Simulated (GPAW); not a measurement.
Wanted: an ASE script for a GPAW 26.7.0 run.

```
Task                : relaxation of cell and atoms
Functional          : PBE
Potentials or basis : GPAW PAW data sets (gpaw-data 1.2.1)
Cutoff              : 600 eV
Basis               : pw
k mesh              : 8 × 8 × 8
Occupations         : fermi-dirac, width 0.05 eV
Spin                : no spin polarisation
Target pressure     : 5 GPa
Maxiter             : 150
Optimizer           : BFGS
Fmax                : 0.02 eV/Å
Max steps           : 60
Target pressure     : 5 GPa
Convergence         : density=1e-05 forces=0.0001
```

Crystal: WAu.

```
W Au
1.0
     0.00000    2.74798    2.74798
     2.74798    0.00000    2.74798
     2.74798    2.74798    0.00000
W Au
1 1
Direct
  0.00000 0.00000 0.00000
  0.75000 0.75000 0.75000
```

The cell was built by a generator and needn't be a form met in nature.

These files were run (other wordings do the same):

run.py

```python
from ase import Atoms
from ase.filters import FrechetCellFilter
from ase.io import write
from ase.optimize import BFGS
from ase.units import GPa
from gpaw import GPAW, PW

atoms = Atoms(['W', 'Au'],
              cell=[[0.0, 2.74797926, 2.74797926],
                    [2.74797926, 0.0, 2.74797926],
                    [2.74797926, 2.74797926, 0.0]],
              scaled_positions=[[0.0, 0.0, 0.0],
                                [0.75, 0.75, 0.75]],
              pbc=True)

calc = GPAW(mode=PW(600),
            xc='PBE',
            kpts={'size': (8, 8, 8), 'gamma': True},
            occupations={'name': 'fermi-dirac', 'width': 0.05},
            nbands=25,
            convergence={'density': 1e-05, 'forces': 0.0001},
            maxiter=150,
            txt='gpaw.txt')
atoms.calc = calc
opt = BFGS(FrechetCellFilter(atoms, scalar_pressure=5 * GPa), trajectory='relax.traj', logfile='-')
done = opt.run(fmax=0.02, steps=60)
calc.write('gs.gpw')
write('result.traj', atoms)
print('Converged:', done)
print('Cell:', atoms.cell.cellpar().round(4))
print('Volume:', round(atoms.get_volume(), 4))
print(atoms.get_scaled_positions().round(5))
```

Potentials or basis: GPAW PAW data sets (gpaw-data 1.2.1), pw.

Run with:

```bash
$ OMP_NUM_THREADS=1 python run.py
```

Results of the run:

```json
{"Relaxed volume": "23.86 Å³/atom", "Relaxed cell": "a = 4.072 Å, b = 4.072 Å, c = 4.072 Å, α = 60.00°, β = 60.00°, γ = 60.00°", "Space group after relaxing (to 0.05 Å)": "F-43m (No. 216)", "Energy change on relaxing (the enthalpy is what falls)": "-348.7 meV/atom", "Ionic steps": "4", "Pressure after relaxing": "5.1 GPa", "Band gap on the k mesh": "none (metal or under the smearing width)"}
```

Caveat: with this Au data set, volumes or pressures lay over 1.5 % or 2 GPa off other programs in two to four cells of ten; later steps reuse the first step's grids; the volume moved by over 15 % at a fixed basis, so the end points are rough.

Run time: 100 s on 1 thread of Arm Neoverse V1, on a shared host, peak memory 0.23 GiB.
